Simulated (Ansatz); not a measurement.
**AgCl (silver chloride): levels of theory compared**

Wanted: a comparison of 6 runs (HF/def2-SVP, PBE/STO-3G, CAM-B3LYP/def2-TZVP, MRCISD+Q(2,5)/ANO-RCC-VDZP, CCSD(T)/def2-SVP, CCSD(T)/def2-TZVP) of AgCl (silver chloride). 

The calculation is run with Ansatz 0.2.0.

7 further runs of the same task are left out: 1 for a known fault of the program, 2 that didn't finish, 4 set aside as unsound or not needed.

**1. The molecule**

AgCl has 2 atoms, charge 0, and is taken as a singlet. As SMILES, `[Cl][Ag]`. The shape is that of a PBE0-D4/def2-TZVP optimisation.

Bond lengths: Cl1–Ag2 2.286 Å.

**2. Energy and gradient at HF/def2-SVP (core potential) (run 1)**

File job.yaml:

```yaml
basis:
  gaussian: {orbitals: def2-SVP}
crystal:
  periodic: [false, false, false]
  atoms:
    - {symbol: Cl, position_ang: [0.987600, -0.377500, 0.491000]}
    - {symbol: Ag, position_ang: [-0.958100, 0.317400, -0.487000]}
output: {forces: true, orbitals: {seedname: orbitals}}
hamiltonian: {xc: hf}
accuracy: high
```

The run is started by

```console
$ ansatz run job.yaml --threads 1 --pin off --max-ram 2610MiB --events-out events.jsonl --progress --plain --runs-dir runs
```

Output:

```text
Warning: RAYON_NUM_THREADS=1 ignored (pool sized by the plan → 1); use --threads N
Functional definition: HF
  name "HF"
  exchange = exact_x
  correlation = 0
904 factors; integrals over basis functions are off by at most 3.4e-9 eV
mean field evaluation 1: about -16474.4767 eV, gradient 2.3e1 eV
mean field evaluation 2: about -16474.6391 eV, gradient 2.3e1 eV
mean field evaluation 4: about -16475.9137 eV, gradient 1.5e0 eV
mean field evaluation 8: about -16475.9547 eV, gradient 2.4e-1 eV
mean field evaluation 16: about -16475.9557 eV, gradient 6.7e-8 eV
mean field -16475.95572496 eV, -605.4802050883 hartree, gradient 6.7e-8 eV, S^2 0.000000; 0 other end points of the search recorded, 0 dependent functions left out
the calculation of the forces begins
reference -16475.95572496 eV, -605.4802050883 hartree; 18, 18 occupied and 31, 31 virtual orbitals, 904 factors
Total energy: -16475.95572496 eV, -605.4802050883 hartree
Atom 0 at     0.987600    -0.377500     0.491000 Å, force     0.953427    -0.340513     0.479237 eV/Å
Atom 1 at    -0.958100     0.317400    -0.487000 Å, force    -0.953427     0.340513    -0.479237 eV/Å
Dipole moment:    -1.196458     0.427311    -0.601396 e Å
```

It took 0.93 s on 1 thread of Arm Neoverse V2, shared host.

**3. Energy and forces at PBE/STO-3G (run 2)**

File molecule.yaml:

```yaml
crystal:
  periodic: [false, false, false]
  atoms:
    - {symbol: Cl, position_ang: [0.987600, -0.377500, 0.491000]}
    - {symbol: Ag, position_ang: [-0.958100, 0.317400, -0.487000]}
basis:
  gaussian: {orbitals: STO-3G}
hamiltonian: {xc: {name: PBE}}
accuracy: high
output: {forces: true, orbitals: {seedname: orbitals}}
```

The run is started by

```console
$ ansatz run molecule.yaml --threads 1 --pin off --max-ram 2610MiB --events-out events.jsonl --progress --plain --runs-dir runs
```

Output:

```text
Warning: RAYON_NUM_THREADS=1 ignored (pool sized by the plan → 1); use --threads N
Functional definition: PBE
  name "PBE"
  parameter kappa = 0.804
  parameter beta = 0.06672455060314922
  exchange = pbe_x(kappa = kappa, mu = beta*pi^2/3)
  correlation = pbe_c(beta = beta)
647 factors; integrals over basis functions are off by at most 9.4e-9 eV
mean field evaluation 1: about -152459.9099 eV, gradient 2.1e1 eV
mean field evaluation 2: about -152417.2567 eV, gradient 7.5e1 eV
mean field evaluation 4: about -152454.0601 eV, gradient 2.1e1 eV
mean field evaluation 8: about -152463.1209 eV, gradient 3.1e-1 eV
mean field evaluation 16: about -152463.1220 eV, gradient 4.9e-6 eV
mean field evaluation 32: about -152462.6262 eV, gradient 4.2e0 eV
mean field -152463.12202935 eV, -5602.9163913626 hartree, gradient 9.4e-8 eV, S^2 0.000000; 1 other end points of the search recorded, 0 dependent functions left out
the calculation of the forces begins
reference -152463.12203108 eV, -5602.9163914265 hartree; 32, 32 occupied and 4, 4 virtual orbitals, 647 factors
Total energy: -152463.12203108 eV, -5602.9163914265 hartree
Atom 0 at     0.987600    -0.377500     0.491000 Å, force    -2.727200     0.974010    -1.370818 eV/Å
Atom 1 at    -0.958100     0.317400    -0.487000 Å, force     2.727200    -0.974010     1.370818 eV/Å
Dipole moment:    -0.621217     0.221866    -0.312253 e Å
```

Run time: 3.9 s. Hardware: 1 thread of Arm Neoverse V2, shared host.

Runs 3 to 5 aren't shown in full; the table further down has their settings and results.

**4. Energy and forces at CCSD(T)/def2-TZVP (core potential) (run 6)**

File in.yaml:

```yaml
crystal:
  periodic: [false, false, false]
  atoms:
    - symbol: Cl
      position_ang: [0.987600, -0.377500, 0.491000]
    - symbol: Ag
      position_ang: [-0.958100, 0.317400, -0.487000]
basis:
  gaussian:
    orbitals: def2-TZVP
correlation:
  method: ccsd_t
  frozen_orbitals: {Ag: 0, Cl: 5}
accuracy: high
scf:
  omitted_lower_state_checks: [cluster_reference, increment]
output: {forces: true, orbitals: {seedname: orbitals}}
```

The run is started by

```console
$ ansatz run in.yaml --threads 1 --pin off --max-ram 2610MiB --events-out events.jsonl --progress --plain --runs-dir runs
```

Output:

```text
Warning: RAYON_NUM_THREADS=1 ignored (pool sized by the plan → 1); use --threads N
[... 12 lines left out ...]
5 core orbitals not correlated: weight in the atoms' cores, before any rotation towards them, 1.000 or more for the frozen orbitals, at most 0.000 for the correlated occupied ones
[... 28 lines left out ...]
Total energy: -16499.16065258 eV, -606.3329704495 hartree
[... 2 lines left out ...]
Dipole moment:    -1.082982     0.386783    -0.544357 e Å
Checks for a lower state left out: cluster_reference, increment
```

It took 54 s on 1 thread of Arm Neoverse V2, shared host; peak memory 0.48 GiB.

**5. Overview of the runs**

| run | level | core potential | task | energy (Eh) | dipole moment (D) | HOMO energy (eV) | LUMO energy (eV) | wall time |
| --- | --- | --- | --- | --- | --- | --- | --- | --- |
| 1 | HF/def2-SVP (core potential) | def2-SVP | gradient | -605.480205 | 6.75 | -10.11 | -0.42 | 0.93 s |
| 2 | PBE/STO-3G | none | gradient | -5602.916391 | 3.51 | – | – | 3.9 s |
| 3 | CAM-B3LYP/def2-TZVP (core potential) | def2-TZVP | gradient | -607.214260 | 5.79 | -8.87 | -2.41 | 6.6 s |
| 4 | MRCISD+Q(2,5)/ANO-RCC-VDZP (sfX2C) | none | energy | -5774.274902 | – | – | – | 17 s |
| 5 | CCSD(T)/def2-SVP (core potential) | def2-SVP | gradient | -605.948578 | 5.43 | -10.11 | -0.42 | 9.3 s |
| 6 | CCSD(T)/def2-TZVP (core potential) | def2-TZVP | gradient | -606.332970 | 6.11 | -10.33 | -0.50 | 54 s |

**6. Summary of results**

| quantity | value |
| --- | --- |
| run 6: total energy | -606.33297 Eh |
| run 6: dipole moment (correlated density) | 6.11 D |
| run 6: HOMO energy (Hartree–Fock orbitals) | -10.33 eV |
| run 6: LUMO energy (Hartree–Fock orbitals) | -0.50 eV |
| run 6: HOMO–LUMO gap (Hartree–Fock orbitals) | 9.83 eV |
| run 6: correlation energy (5 core orbitals frozen) | -661.8 mEh |
| run 6: (T) correction | -17.36 mEh |
| run 6: T1 diagnostic | 0.017 |
| run 6: largest force on an atom | 0.030 eV/Å |

**Reading.** Over runs 1, 2, 3, 5, 6 the dipole moment (its size) runs from 3.51 D (PBE/STO-3G) to 6.75 D (HF/def2-SVP). The two ends differ in method and basis and core potential. Totals of different functionals can't be ranked against each other. Some runs of one species differ in core potentials or relativity; totals across that change don't compare. In run 2 the basis is minimal, so the values are rough. In run 2 relativity is left out where basis or elements ask for it. All runs together took 92 s, the longest 54 s.
